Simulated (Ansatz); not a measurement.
# CV: the cost of one run

Program: Ansatz 0.2.0, Gaussian basis. Level of theory: def2-TZVPP, core rule «outside noble gas», up to 10 orbitals frozen. These are calculated values, not measurements.

To be run: UHF; ROHF; CCSD(T) on UHF.

2 further runs of the same task are left out: 2 set aside as unsound or not needed.

### Step 1. The geometry

The geometry is a PBE0/def2-TZVP stationary point (not a proven minimum).

2 atoms, charge 0, spin multiplicity 2.

Atoms are counted from 1 here; the program's logs count them from 0.

Bond lengths: V1–C2 1.572 Å.

### Step 2. UHF

Contents of in.yaml:

```yaml
crystal:
  periodic: [false, false, false]
  atoms:
    - {symbol: V, position_ang: [0.000000, 0.000000, 0.000000]}
    - {symbol: C, position_ang: [0.000000, 0.000000, 1.571600]}
basis:
  gaussian: {orbitals: def2-TZVPP}
magnetization: {spin_polarized: true, initial_magnetization: 1}
hamiltonian: {xc: hf}
output: {orbitals: {seedname: orbitals}}
```

Run with:

```console
$ ansatz run in.yaml --threads 1 --pin off --events-out ev --progress --plain --max-ram 2560MiB --backend cpu
```

**Question.** How long does this run take on 1 thread of AMD EPYC 7R13, shared host, and how much memory does it need?

About 30 s, with a peak of 0.25 GiB.
